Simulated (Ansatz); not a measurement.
# C3H2BrNO, SMILES Brc1ncco1: a geometry optimisation

With Ansatz's Python interface.

Contents of `c3h2brno.xyz`:
```text
8

Br    3.02010    0.03390    0.52700
C     1.14290    0.00360    0.19880
N     0.44210   -1.13030   -0.00450
C    -0.81540   -0.68660   -0.19100
C    -0.82990    0.68580   -0.09480
O     0.39460    1.08110    0.14630
H    -1.66710   -1.32460   -0.38490
H    -1.68740    1.33720   -0.19690
```

Notebook, run cell by cell (the value of a cell's last expression is shown):

**Cell 1**
```python
import ansatz as az
import numpy as np

molecule = az.Crystal.molecule_from_extxyz('c3h2brno.xyz')
```

**Cell 2**
```python
job = molecule.calculation().basis(gaussian='def2-SVP').functional('PBE')
symbols = [site.symbol for site in molecule.cartesian_sites]
start = np.array([site.position_ang for site in molecule.cartesian_sites], dtype=float)
r = job.relax(force_tolerance=0.01, max_steps=100).run().report
end = np.array(r['positions_ang'])
```

**Cell 3**
```python
print(f'E = {r["free_energy_ev"]:.6f} eV = {r["free_energy_ev"] / 27.211386246:.7f} Ha')
print('converged:', r['converged'], ' doubts:', r['published_state_doubts'] or 'none')
```
Output:
```text
E = -76694.516703 eV = -2818.4715034 Ha
converged: True  doubts: none
```

**Cell 4**
```python
print('bond        before    after (A)')
for i, j in [(0, 1), (1, 2), (1, 5), (2, 3), (3, 4), (3, 6), (4, 5), (4, 7)]:
    d0, d1 = (np.linalg.norm(xyz[i] - xyz[j]) for xyz in (start, end))
    print(f'{symbols[i]}{i}-{symbols[j]}{j}'.ljust(10), f'{d0:8.4f} {d1:8.4f}')
for i, j, k in [(0, 1, 2), (0, 1, 5), (2, 1, 5), (1, 2, 3), (2, 3, 4), (2, 3, 6), (4, 3, 6), (3, 4, 5)]:
    u, v = end[i] - end[j], end[k] - end[j]
    print(f'angle {symbols[i]}{i}-{symbols[j]}{j}-{symbols[k]}{k}: {np.degrees(np.arccos(np.clip(u @ v / np.linalg.norm(u) / np.linalg.norm(v), -1, 1))):.2f} deg')
```
Output:
```text
bond        before    after (A)
Br0-C1       1.9059   1.8630
C1-N2        1.3484   1.3000
C1-O5        1.3129   1.3610
N2-C3        1.3465   1.3890
C3-C4        1.3758   1.3705
C3-H6        1.0817   1.0967
C4-O5        1.3091   1.3741
C4-H7        1.0817   1.0938
angle Br0-C1-N2: 127.88 deg
angle Br0-C1-O5: 116.77 deg
angle N2-C1-O5: 115.35 deg
angle C1-N2-C3: 103.74 deg
angle N2-C3-C4: 109.39 deg
angle N2-C3-H6: 121.77 deg
angle C4-C3-H6: 128.84 deg
angle C3-C4-O5: 107.67 deg
```

**Cell 5**
```python
charges = r['charge_distribution']
print('dipole moment', round(4.803205 * float(np.linalg.norm(charges['dipole_moment_e_ang'])), 3), 'D')
print('Mulliken:', [(s, round(q, 3)) for s, q in zip(symbols, charges['mulliken_charges_e'])])
```
Output:
```text
dipole moment 1.859 D
Mulliken: [('Br', 0.043), ('C', 0.057), ('N', -0.113), ('C', 0.009), ('C', 0.091), ('O', -0.157), ('H', 0.031), ('H', 0.04)]
```

Caveats:
- Total energies depend on the basis set; only differences at equal settings carry meaning.
- The end point is the stationary point reached from this start; no frequency run checks that it is a minimum, and the basis set is modest.
- Wall time of the script: 19 s on 1 thread of Intel(R) Xeon(R) 6975P-C (Granite Rapids), with other jobs on the host, peak memory 0.23 GiB.

(Lines on the test bed's own set-up are left out of the output.)
